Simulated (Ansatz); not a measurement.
**C₆H₃ClZr: a ladder of functionals and wavefunction methods**

One table from this session's results is given with a row withheld; the runs are named, their logs left out.

The runs use Ansatz 0.2.0, Gaussian basis; functionals in def2-TZVPP, the program's frozen cores in correlated methods.

Levels to be run: LDA (SPW92), PBE-D4, revPBE-D4, BLYP-D4, r2SCAN-D4, B97M-V, PBE0-D4, B3LYP-D4, r2SCANh-D4, r2SCAN0-D4, HSE06-D4, BHLYP-D4, CAM-B3LYP-D4, LC-ωPBE, ωB97X-V, ωB97M-V, B2PLYP, PBE-QIDH; CCSD(T)/def2-SVP; MP2/def2-TZVPP; MP2/def2-QZVPP; RPA on PBE.

### The geometry

The geometry comes from an earlier relaxation with PBE0-D4 in a triple-zeta def2 set; it is a stationary point, not always the lowest conformer. Zr takes the def2 core potential; no spin-orbit term is included.

SMILES `C#[C][Zr]([Cl])([C]#C)[C]#C`, 11 atoms, charge 0, spin multiplicity 1.

Atoms are counted from 1 here; the program's logs count them from 0.

Bond lengths: C1–C2 1.216 Å, C1–H9 1.067 Å, C2–Zr3 2.163 Å, Zr3–Cl4 2.325 Å, Zr3–C5 2.163 Å, Zr3–C7 2.163 Å, C5–C6 1.216 Å, C6–H10 1.067 Å, C7–C8 1.216 Å, C8–H11 1.067 Å. Angles: C2–C1–H9 179.9°, C1–C2–Zr3 179.0°, C2–Zr3–Cl4 109.8°, C2–Zr3–C5 109.1°, C2–Zr3–C7 109.1°, Cl4–Zr3–C5 109.8°, Cl4–Zr3–C7 109.8°, C5–Zr3–C7 109.1°, Zr3–C5–C6 179.1°, C5–C6–H10 179.9°, Zr3–C7–C8 179.1°, C7–C8–H11 179.9°.

The first run:

The input, in.yaml:

```yaml
crystal:
  periodic: [false, false, false]
  atoms:
    - {symbol: C, position_ang: [2.868767, -0.642702, -1.269723]}
    - {symbol: C, position_ang: [1.893299, -0.156638, -0.729796]}
    - {symbol: Zr, position_ang: [0.141081, 0.676405, 0.226103]}
    - {symbol: Cl, position_ang: [0.591307, 2.839576, 0.950939]}
    - {symbol: C, position_ang: [-0.402998, -0.563577, 1.912581]}
    - {symbol: C, position_ang: [-0.711247, -1.276215, 2.848778]}
    - {symbol: C, position_ang: [-1.493280, 0.702865, -1.190269]}
    - {symbol: C, position_ang: [-2.411728, 0.699142, -1.987621]}
    - {symbol: H, position_ang: [3.724425, -1.070454, -1.743418]}
    - {symbol: H, position_ang: [-0.981626, -1.902826, 3.669620]}
    - {symbol: H, position_ang: [-3.218010, 0.694404, -2.687195]}
basis:
  gaussian: {orbitals: def2-TZVPP}
hamiltonian: {xc: lda}
output: {orbitals: {seedname: orbitals}}
```

The run is started by

```console
$ ansatz run in.yaml --threads 4 --pin off --events-out ev --progress --plain --max-ram 11315MiB
```

Among the steps run: LDA; PBE-D4 (GGA); revPBE-D4 (GGA); BLYP-D4 (GGA); r2SCAN-D4 (meta-GGA); B97M-V (meta-GGA); B3LYP-D4 (hybrid); r2SCANh-D4 (hybrid); r2SCAN0-D4 (hybrid); HSE06-D4 (hybrid); BHLYP-D4 (hybrid); CAM-B3LYP-D4 (range-separated); LC-ωPBE (range-separated); ωB97X-V (range-separated); ωB97M-V (range-separated); B2PLYP (double hybrid); PBE-QIDH (double hybrid).

One table of the session follows, with a row left open; its other results are not shown here.

It belongs to the step «Frontier levels by functional». 

| functional | HOMO (eV) | LUMO (eV) | gap (eV) |
| --- | --- | --- | --- |
| LDA (SPW92) | -7.35 | -3.76 | 3.59 |
| PBE-D4 | -7.14 | -3.52 | 3.63 |
| revPBE-D4 | -7.07 | -3.42 | 3.64 |
| BLYP-D4 | -6.95 | -3.36 | 3.59 |
| r2SCAN-D4 | -7.37 | -3.38 | 3.99 |
| B97M-V | -7.32 | -3.31 | 4.01 |
| PBE0-D4 | -8.30 | -2.77 | 5.53 |
| B3LYP-D4 | -8.04 | -2.93 | 5.10 |
| r2SCANh-D4 | -7.81 | -3.10 | 4.70 |
| r2SCAN0-D4 | -8.46 | -2.68 | 5.78 |
| HSE06-D4 | ? | ? | ? |
| BHLYP-D4 | -9.27 | -1.82 | 7.45 |
| CAM-B3LYP-D4 | -9.60 | -1.72 | 7.88 |
| LC-ωPBE | -11.06 | -0.66 | 10.40 |
| ωB97X-V | -10.62 | -0.71 | 9.90 |
| ωB97M-V | -10.49 | -0.79 | 9.71 |

Q: Estimate the row for HSE06-D4 from the others.

The run gave: HOMO (eV): -7.90; LUMO (eV): -3.13; gap (eV): 4.77. In the column «HOMO (eV)» it lies between B3LYP-D4 (-8.04) and r2SCANh-D4 (-7.81).
